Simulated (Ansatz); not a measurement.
# BrGeH3O: basis-set convergence

One table from this session's results is given with a row withheld; the runs are named, their logs left out.

Computed with Ansatz 0.2.0, Gaussian basis. Level: one geometry, several basis sets.

Plan: PBE0-D4/def2-SVP; ωB97M-V/def2-SVP; PBE0-D4/def2-QZVPP; ωB97M-V/def2-QZVPP; the functionals' def2-TZVPP values are taken from earlier runs.

## The relaxed structure

An earlier PBE0-D4 in a triple-zeta def2 set relaxation fixed the geometry.

SMILES `[OH][GeH2][Br]`, 6 atoms, charge 0, spin multiplicity 1.

Atoms are counted from 1 here; the program's logs count them from 0.

Bond lengths: O1–Ge2 1.766 Å, O1–H4 0.960 Å, Ge2–Br3 2.310 Å, Ge2–H5 1.535 Å, Ge2–H6 1.526 Å. Angles: Ge2–O1–H4 113.1°, O1–Ge2–Br3 109.2°, O1–Ge2–H5 111.3°, O1–Ge2–H6 105.5°, Br3–Ge2–H5 106.2°, Br3–Ge2–H6 109.0°, H5–Ge2–H6 115.6°.

As a file:

```xyz
6
charge 0, multiplicity 1
O    -0.52965   -1.32407    0.11267
Ge    0.36798    0.19657    0.14165
Br   -1.11288    1.95578   -0.08297
H    -1.03133   -1.45079   -0.69648
H     1.33588    0.29604   -1.04517
H     1.01210    0.26246    1.52401
```

The first run:

Input file in.yaml:

```yaml
crystal:
  periodic: [false, false, false]
  atoms:
    - {symbol: O, position_ang: [-0.529645, -1.324065, 0.112665]}
    - {symbol: Ge, position_ang: [0.367977, 0.196573, 0.141648]}
    - {symbol: Br, position_ang: [-1.112881, 1.955779, -0.082970]}
    - {symbol: H, position_ang: [-1.031331, -1.450786, -0.696477]}
    - {symbol: H, position_ang: [1.335884, 0.296042, -1.045173]}
    - {symbol: H, position_ang: [1.012097, 0.262456, 1.524007]}
basis:
  gaussian: {orbitals: def2-SVP}
hamiltonian: {xc: pbe0, dispersion: d4}
output: {orbitals: {seedname: orbitals}}
```

Launch:

```bash
$ ansatz run in.yaml --threads 2 --pin off --events-out ev --progress --plain --max-ram 4352MiB
```

Steps of the session up to this table: PBE0-D4 in def2-SVP; ωB97M-V in def2-SVP; PBE0-D4 in def2-QZVPP; ωB97M-V in def2-QZVPP.

One table of the session follows, with a row left open; its other results are not shown here.

| functional | basis | HOMO (eV) | LUMO (eV) |
| --- | --- | --- | --- |
| PBE0-D4 | def2-SVP | -8.22 | -0.06 |
| PBE0-D4 | def2-TZVPP | -8.36 | -0.38 |
| PBE0-D4 | def2-QZVPP | -8.38 | -0.50 |
| ωB97M-V | def2-SVP | ? | ? |
| ωB97M-V | def2-TZVPP | -10.58 | 1.54 |
| ωB97M-V | def2-QZVPP | -10.60 | 1.24 |

**Question.** Estimate the row for ωB97M-V, def2-SVP.

The run gave: HOMO (eV): -10.41; LUMO (eV): 1.99. In the column «HOMO (eV)» it lies between ωB97M-V, def2-TZVPP (-10.58) and PBE0-D4, def2-QZVPP (-8.38).
